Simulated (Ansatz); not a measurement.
# Ti, space group Im-3m: a comparison of norm-conserving and PAW potentials

Computed with the Ansatz DFT code, driven from Python.

The cells in order, each with its output:

In [1]:
```python
import ansatz as az
import numpy as np

MESH = (12, 12, 12)
FUNCTIONAL = "pbesol"
SMEARING = "fermi_dirac"
SMEARING_WIDTH = 0.1


def count_gap(report):
    # lowest empty less highest filled band, counting bands; zero where they overlap
    return max(report.get("gap_by_band_count_ev") or 0.0, 0.0)

structure = (
    az.Lattice.bcc(3.282)
    .space_group(229)
    .atom("Ti", (0.0, 0.0, 0.0))
    .primitive()
)
```

In [2]:
```python
structure.resolved().tree()["lattice"]
```
Out [2]:
```text
((-1.641, 1.641, 1.6409999999999998), (1.641, -1.641, 1.6409999999999998),
 (1.641, 1.641, -1.6409999999999998))
```

In [3]:
```python
setup = (
    structure.calculation()
    .kpoints(mesh=MESH)  # sampling of the Brillouin zone
    .functional(FUNCTIONAL)
    .occupations(SMEARING, width=SMEARING_WIDTH)
    .stress()  # positive in compression
    .forces()
    .band_table()  # levels at the mesh points
)
variants = {
    "PAW": setup.pseudopotentials("paw"),
    "norm-conserving": setup.pseudopotentials("nc"),
}
# totals differ by the cores that each treatment holds, so compare what does not depend on them
rows = []
for label, variant in variants.items():
    r = variant.run(threads=1).report
    levels = np.array(r["eigenvalues_ev"][0]) - r["fermi_energy_ev"]
    print(label, "levels at the first k-point near E_F:", np.round(levels[np.abs(levels) < 5], 3))
    rows.append((label, r["n_electrons"], np.trace(r["stress_gpa"]) / 3, count_gap(r)))
print("     treatment  electrons in bands           P GPa  gap by band count eV")
for row in rows:
    print(f"{str(row[0]):>14s}  {row[1]:18.1f}  {row[2]:14.3f}  {row[3]:20.3f}")
```
```text
DeckWarning: basis.ecutwfc = 420 eV, auto-derived from the records' recommended cutoffs: set by Ti (normal level)
PAW levels at the first k-point near E_F: [0.973 0.973 0.973 2.712 2.712]
DeckWarning: basis.ecutwfc = 1142.878222 eV, auto-derived from the records' recommended cutoffs: set by Ti (normal level)
norm-conserving levels at the first k-point near E_F: [0.975 0.975 0.975 2.717 2.717]
     treatment  electrons in bands           P GPa  gap by band count eV
           PAW                12.0          -6.374                 0.000
norm-conserving                12.0          -6.306                 0.000
```

PAW gives -6.374 GPa and norm-conserving -6.306 GPa, 0.07 GPa apart. They took 0.8 and 1.9 s of processor time.

No spin polarisation was allowed. The computed bands are complete only to about 2.6 eV above the Fermi level. For a metal this k-point mesh is coarse: on a finer one energies can move by several to tens of meV an atom and pressures by half a GPa or more, differences at one mesh by less. A gap by band count of zero or less means overlapping bands, a metal. At these settings the cell as given stands under about -6 GPa, so it isn't at this functional's equilibrium volume. This isn't the structure that Ti takes at ambient conditions. Gaps and levels are Kohn-Sham values on a finite set of k-points. Warnings are shown shortened and without file and line. Stress is positive in compression. The whole script took 3.6 s on 1 thread of Intel(R) Xeon(R) Processor @ 2.30GHz (shared host), peak memory 0.51 GiB.
